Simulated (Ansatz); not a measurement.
# Zirconium, simple cubic under m-r²SCAN: from relaxation to bulk modulus

What does m-r²SCAN give for zirconium in the simple cubic structure? We relax it, solve it on a dense k-mesh, then scale the cell to 7 volumes from 88 to 112 % of the relaxed one and try a fit of the equation of state. The start is ferromagnetic. The k-meshes are 11×11×11 for the relaxation; 18×18×18 for the dense run; 18×18×18 for the volumes.

This is Zr in the simple cubic structure; at room conditions it is hcp.

Method: DFT m-r2SCAN, plane waves (500 eV) with PAW, scalar-relativistic; the PAW data stem from PBE, with regenerated cores; m-r²SCAN is r²SCAN on the gauge-invariant kinetic-energy density, in Ansatz 0.2.0.

## (1) The starting structure

It takes space group Pm-3m (No. 221, cubic). The conventional cell has a = 2.930 Å, b = 2.930 Å, c = 2.930 Å, α = 90.00°, β = 90.00°, γ = 90.00°. Around Zr (site symmetry m-3m) lie 6 Zr at 2.93 Å.

Coordinates:

```
CELL_PARAMETERS angstrom
2.92959 0.00000 0.00000
0.00000 2.92959 0.00000
0.00000 0.00000 2.92959
ATOMIC_POSITIONS crystal
Zr 0.00000 0.00000 0.00000
```

The atoms start with moments of +1 μB.

## (2) Relaxation of the cell

input.yaml reads:

```yaml
crystal:
  lattice:
    - [2.9295905682, 0.0, 0.0]
    - [0.0, 2.9295905682, 0.0]
    - [0.0, 0.0, 2.9295905682]
  atoms:
    - { symbol: Zr, position: [0.0, 0.0, 0.0], spin: 1.0 }
hamiltonian:
  xc: mr2scan
  pseudopotentials:
    kind: paw
    azcp:
      Zr: "pseudopotentials/Zr.paw.azcp"
basis:
  ecutwfc: 500
  fft_grid_basis: typed
kpoints:
  mp_grid: { grid: [11, 11, 11], shift: [0, 0, 0] }
magnetization:
  spin_polarized: true
scf:
  occupations: { method: fermi_dirac, width: 0.05 }
relax:
  max_steps: 60
  f_tol: 0.01
  cell: {}
```

After this run come: The energy on a finer k-mesh; Volume × 0.88; Volume × 0.92; Volume × 0.96; Volume × 1.0; Volume × 1.04; Volume × 1.08; Volume × 1.12.

What does the calculation give? Wanted: space group; conventional cell; volume; shortest distance; gap on the mesh; magnetic state; relative to hcp.

**Answer**, as computed:

| quantity | value |
| --- | --- |
| space group (spins left aside) | Pm-3m (No. 221) |
| conventional cell | a = 2.901 Å |
| volume | 24.420 Å³/atom |
| shortest distance | 2.901 Å |
| gap on the mesh | none (levels filled in part) |
| magnetic state | non-magnetic |
| relative to hcp | +959 meV/atom |

In words: From the guessed start the volume shrank by 2.9 % in 5 steps. It lies 959 meV/atom above the element's reference form at the same level (hcp, from a run of its own), so it is far from stable. The moments die out: the run ends non-magnetic. No gap shows: it is a metal or semimetal at this level. Relaxation kept the symmetry; phonons were not checked.
